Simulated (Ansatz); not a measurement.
# CH4BFO (SMILES OCBF): PBE/def2-SVPD

Aim: the energy change on altering one bond length of CH4BFO at PBE/def2-SVPD, from 2 runs. 

The results are computed with Ansatz 0.2.0.

93 further runs of the same task are left out: 93 set aside as unsound or not needed.

## 1. The system as given

CH4BFO: 8 atoms, total charge 0, spin state singlet. SMILES: `OCBF`. Geometry: relaxed at PBE0-D4/def2-TZVP. This is one conformer, not always the lowest.

Bond lengths: O1–C2 1.408 Å, C2–B3 1.560 Å, B3–F4 1.317 Å, O1–H5 0.959 Å, C2–H6 1.105 Å, C2–H7 1.105 Å, B3–H8 1.201 Å. Angles: O1–C2–B3 113.4°, C2–B3–F4 121.5°, O1–C2–H6 112.5°, O1–C2–H7 112.5°, B3–C2–H6 106.7°, B3–C2–H7 106.6°, C2–O1–H5 108.9°, C2–B3–H8 120.7°, F4–B3–H8 117.8°, H6–C2–H7 104.5°.

## 2. The energy at PBE/def2-SVPD

The input, input.yaml:

```yaml
crystal:
  periodic: [false, false, false]
  atoms:
    - {symbol: O, position_ang: [-1.240500, 0.762600, -0.169300]}
    - {symbol: C, position_ang: [0.117900, 0.425000, -0.013600]}
    - {symbol: B, position_ang: [0.368600, -1.112000, 0.076000]}
    - {symbol: F, position_ang: [-0.622900, -1.976700, 0.007200]}
    - {symbol: H, position_ang: [-1.319100, 1.717500, -0.217300]}
    - {symbol: H, position_ang: [0.563100, 0.872000, 0.893700]}
    - {symbol: H, position_ang: [0.744200, 0.799800, -0.843400]}
    - {symbol: H, position_ang: [1.481000, -1.545400, 0.210800]}
basis:
  gaussian: {orbitals: def2-SVPD}
magnetization: {spin_polarized: false, initial_magnetization: 0}
hamiltonian: {xc: pbe}
accuracy: high
output: {orbitals: {seedname: orbitals}}
```

Launch:

```sh
$ ansatz run input.yaml --threads 1 --pin off --max-ram 3480MiB --events-out events.jsonl --progress --plain --runs-dir runs
```

The program printed:

```text
Warning: RAYON_NUM_THREADS=1 ignored (pool sized by the plan → 1); use --threads N
Functional definition: PBE
  name "PBE"
  parameter kappa = 0.804
  parameter beta = 0.06672455060314922
  exchange = pbe_x(kappa = kappa, mu = beta*pi^2/3)
  correlation = pbe_c(beta = beta)
2397 factors; integrals over basis functions are off by at most 3.6e-9 eV
mean field evaluation 1: about -6524.4387 eV, gradient 5.9e1 eV
mean field evaluation 2: about -6503.6600 eV, gradient 1.2e2 eV
mean field evaluation 4: about -6531.3647 eV, gradient 7.3e0 eV
mean field evaluation 8: about -6531.4714 eV, gradient 2.5e-1 eV
mean field evaluation 16: about -6531.4716 eV, gradient 1.7e-5 eV
mean field -6531.47159045 eV, -240.0271537585 hartree, gradient 4.0e-8 eV, S^2 0.000000; 0 other end points of the search recorded, 0 dependent functions left out
reference -6531.47159465 eV, -240.0271539131 hartree; 16, 16 occupied and 102, 102 virtual orbitals, 2397 factors
Total energy: -6531.47159465 eV, -240.0271539131 hartree
```

Wall time 6.6 s (1 thread of Arm Neoverse V2, shared host); peak memory 0.34 GiB.

## 3. The distorted shape

The input, input.yaml:

```yaml
crystal:
  periodic: [false, false, false]
  atoms:
    - {symbol: O, position_ang: [-1.216922, 0.476160, -0.154902]}
    - {symbol: C, position_ang: [0.141478, 0.138560, 0.000798]}
    - {symbol: B, position_ang: [0.392178, -1.398440, 0.090398]}
    - {symbol: F, position_ang: [-0.599322, -2.263140, 0.021598]}
    - {symbol: H, position_ang: [-1.319100, 1.717500, -0.217300]}
    - {symbol: H, position_ang: [0.586678, 0.585560, 0.908098]}
    - {symbol: H, position_ang: [0.767778, 0.513360, -0.829002]}
    - {symbol: H, position_ang: [1.504578, -1.831840, 0.225198]}
basis:
  gaussian:
    orbitals: def2-SVPD
hamiltonian:
  xc: {name: PBE}
output: {orbitals: {seedname: orbitals}}
accuracy: high
```

Launch:

```sh
$ ansatz run input.yaml --threads 1 --pin off --max-ram 3480MiB --events-out events.jsonl --progress --plain --runs-dir runs
```

The program printed:

```text
Warning: RAYON_NUM_THREADS=1 ignored (pool sized by the plan → 1); use --threads N
Functional definition: PBE
  name "PBE"
  parameter kappa = 0.804
  parameter beta = 0.06672455060314922
  exchange = pbe_x(kappa = kappa, mu = beta*pi^2/3)
  correlation = pbe_c(beta = beta)
2416 factors; integrals over basis functions are off by at most 3.6e-9 eV
mean field evaluation 1: about -6522.7614 eV, gradient 5.9e1 eV
mean field evaluation 2: about -6487.7885 eV, gradient 1.4e2 eV
mean field evaluation 4: about -6530.2702 eV, gradient 1.0e1 eV
mean field evaluation 8: about -6530.4540 eV, gradient 2.4e-1 eV
mean field evaluation 16: about -6530.4541 eV, gradient 7.0e-6 eV
mean field -6530.45414635 eV, -239.9897633776 hartree, gradient 5.6e-8 eV, S^2 0.000000; 0 other end points of the search recorded, 0 dependent functions left out
reference -6530.45415054 eV, -239.9897635316 hartree; 16, 16 occupied and 102, 102 virtual orbitals, 2416 factors
Total energy: -6530.45415054 eV, -239.9897635316 hartree
```

It took 7.5 s on 1 thread of Arm Neoverse V2, shared host; peak memory 0.34 GiB.

## 4. What came out

At PBE/def2-SVPD:

```
                                                         quantity          value
                                        first shape: total energy  -240.02715 Eh
                                         first shape: HOMO energy       -6.64 eV
                                         first shape: LUMO energy       -1.64 eV
                                       first shape: HOMO–LUMO gap        5.00 eV
                                    distorted shape: total energy  -239.98976 Eh
                                     distorted shape: HOMO energy       -6.42 eV
                                     distorted shape: LUMO energy       -1.89 eV
                                   distorted shape: HOMO–LUMO gap        4.54 eV
energy change with the O1–H5 bond stretched from 0.959 to 1.247 Å       1.017 eV
```

What this shows: With the O1–H5 bond stretched from 0.959 to 1.247 Å the energy rises by 1.02 eV (98 kJ/mol). The first shape isn't relaxed at this level, so the change isn't measured from a minimum.
